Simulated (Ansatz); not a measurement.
**ClGe2H5S: how energies converge with the basis set**

The task here is to estimate one member of a computed series from the others.

Program: Ansatz 0.2.0, Gaussian basis. Level of theory: one geometry, several basis sets. These are calculated values, not measurements.

Plan: PBE0-D4/def2-SVP; ωB97M-V/def2-SVP; PBE0-D4/def2-QZVPP; ωB97M-V/def2-QZVPP; the functionals' def2-TZVPP values are taken from earlier runs.

### The relaxed structure

The geometry comes from an earlier relaxation with PBE0-D4 in a triple-zeta def2 set; it is a stationary point, not always the lowest conformer.

SMILES `[Cl][GeH2][S][GeH3]`, 9 atoms, charge 0, spin multiplicity 1.

Atoms are counted from 1 here; the program's logs count them from 0.

Bond lengths: Cl1–Ge2 2.161 Å, Ge2–S3 2.199 Å, Ge2–H5 1.534 Å, Ge2–H6 1.531 Å, S3–Ge4 2.234 Å, Ge4–H7 1.536 Å, Ge4–H8 1.532 Å, Ge4–H9 1.533 Å. Angles: Cl1–Ge2–S3 110.1°, Cl1–Ge2–H5 105.3°, Cl1–Ge2–H6 107.7°, S3–Ge2–H5 111.5°, S3–Ge2–H6 107.9°, H5–Ge2–H6 114.1°, Ge2–S3–Ge4 98.5°, S3–Ge4–H7 108.7°, S3–Ge4–H8 109.8°, S3–Ge4–H9 105.3°, H7–Ge4–H8 110.7°, H7–Ge4–H9 111.2°, H8–Ge4–H9 111.0°.

The first run:

in.yaml

```yaml
crystal:
  periodic: [false, false, false]
  atoms:
    - {symbol: Cl, position_ang: [-0.116933, 0.518385, -2.508739]}
    - {symbol: Ge, position_ang: [0.733266, 1.341595, -0.700770]}
    - {symbol: S, position_ang: [-0.618967, 0.992818, 0.997844]}
    - {symbol: Ge, position_ang: [-0.699229, -1.237785, 0.901476]}
    - {symbol: H, position_ang: [2.070444, 0.613770, -0.514993]}
    - {symbol: H, position_ang: [0.866275, 2.854427, -0.894937]}
    - {symbol: H, position_ang: [0.690502, -1.763693, 0.511234]}
    - {symbol: H, position_ang: [-1.751321, -1.676041, -0.122919]}
    - {symbol: H, position_ang: [-1.085437, -1.689875, 2.314603]}
basis:
  gaussian: {orbitals: def2-SVP}
hamiltonian: {xc: pbe0, dispersion: d4}
output: {orbitals: {seedname: orbitals}}
```

On the command line:

```console
$ ansatz run in.yaml --threads 4 --pin off --events-out ev --progress --plain --max-ram 10444MiB
```

Steps of the session up to this table: PBE0-D4 in def2-SVP; ωB97M-V in def2-SVP; PBE0-D4 in def2-QZVPP; ωB97M-V in def2-QZVPP.

One of the session's tables, all rows but one given; the rest of the session is left out.

It belongs to the step «Functionals by basis». 

| functional | basis | HOMO (eV) |
| --- | --- | --- |
| PBE0-D4 | def2-SVP | -7.51 |
| PBE0-D4 | def2-TZVPP | ? |
| PBE0-D4 | def2-QZVPP | -7.60 |
| ωB97M-V | def2-SVP | -9.60 |
| ωB97M-V | def2-TZVPP | -9.73 |
| ωB97M-V | def2-QZVPP | -9.75 |

Q: Estimate the row for PBE0-D4, def2-TZVPP from the others.

As computed: HOMO (eV): -7.59. In the column «HOMO (eV)» it lies between PBE0-D4, def2-QZVPP (-7.60) and PBE0-D4, def2-SVP (-7.51).
